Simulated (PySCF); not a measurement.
**The bond of GeCl+, level by level**

What are the lowest state that PBE0 finds, the bond length, vibrational wavenumber and bond energy of GeCl+, and how much do these hang on the method?

The runs use PySCF 2.14.0; Ge def2-SVP, Cl def2-SVP, no relativity.

### 1 Set-up

A driver script around PySCF takes these settings:

| Quantity | Value |
| --- | --- |
| atoms | Ge, Cl |
| charge | 1 |
| basis | Ge def2-SVP, Cl def2-SVP |
| Hamiltonian | no relativity |
| basis functions | 50 |
| electrons treated | 48 |
| masses in u | 73.9212, 34.9689 |
| levels | PBE0, PBE, r²SCAN, TPSSh, B97-3, BP86, LC-ωPBE, HF, MP2, SCS-MP2, CCSD, CCSD(T) |
| grid | 80 radial by 434 angular points |
| occupations | held fixed by the projection of orbital angular momentum |
| dissociation limit | Ge+ + Cl, each in its ground configuration |
| starting distance in angstrom | 2.230 |
| values of 2S to try | 0, 2 |

Run with:

```sh
OMP_NUM_THREADS=1 python dia.py task.json out
```

After this run come: First curve: PBE0; Higher solutions at PBE0; PBE; r²SCAN (meta-GGA); TPSSh; B97-3; BP86; LC-ωPBE (range-separated hybrid); RHF (mean field); Adding correlation.

Q: Predict the outcome of this session. Wanted: for each run, Re; ωe; De; μ.

The runs gave:

Lowest PBE0 solution found, without spin–orbit coupling: ¹Σ⁺ (singlet), closed shell. State 2 has its PBE0 minimum 3.98 eV higher. The other levels ran on the lowest alone.

```
      level  Re (Å)  ωe (cm⁻¹)  De (eV)  μ (D)
        RHF   2.069        519     3.01  -2.67
    RHF-MP2   2.064        522     4.37    n/a
RHF-SCS-MP2   2.068        518     4.21    n/a
   RHF-CCSD   2.070        516     4.11    n/a
RHF-CCSD(T)   2.076        506     4.28    n/a
        PBE   2.098        482     4.96  -2.01
       BP86   2.100        480     4.91  -2.04
     r²SCAN   2.079        499     4.79  -2.08
      TPSSh   2.086        494     4.70  -2.19
       PBE0   2.076        505     4.65  -2.21
      B97-3   2.088        497     4.58  -2.37
    LC-ωPBE   2.051        532     4.36  -2.25
```

De is counted to Ge+ + Cl in their ground configurations. A positive dipole points from Ge to Cl; in an ion it is taken about the centre of mass and does not tell which atom is negative.

Differences from CCSD(T) in the same basis:

```
      level  Re (mÅ)  ωe (%)
        RHF       -7    +2.6
    RHF-MP2      -12    +3.2
RHF-SCS-MP2       -8    +2.4
   RHF-CCSD       -7    +1.9
        PBE      +21    -4.8
       BP86      +23    -5.1
     r²SCAN       +2    -1.3
      TPSSh      +10    -2.3
       PBE0        0    -0.2
      B97-3      +12    -1.7
    LC-ωPBE      -26    +5.2
```

In words: Judged by CCSD(T) in the same basis: best bond length PBE0 (0 mÅ), worst LC-ωPBE (-26 mÅ); best wavenumber PBE0 (-0.2 %), worst LC-ωPBE (+5.2 %). Hartree–Fock makes the bond too short and too stiff against this reference, as it mostly does. PBE has the long and soft bond that GGAs tend to give. CCSD(T) in a basis this small is itself some way from its limit, more so than the functionals. Among the levels with a De in the table, it runs from 3.01 eV (RHF) to 4.96 eV (PBE).

Correlated steps freeze 14 core orbitals.
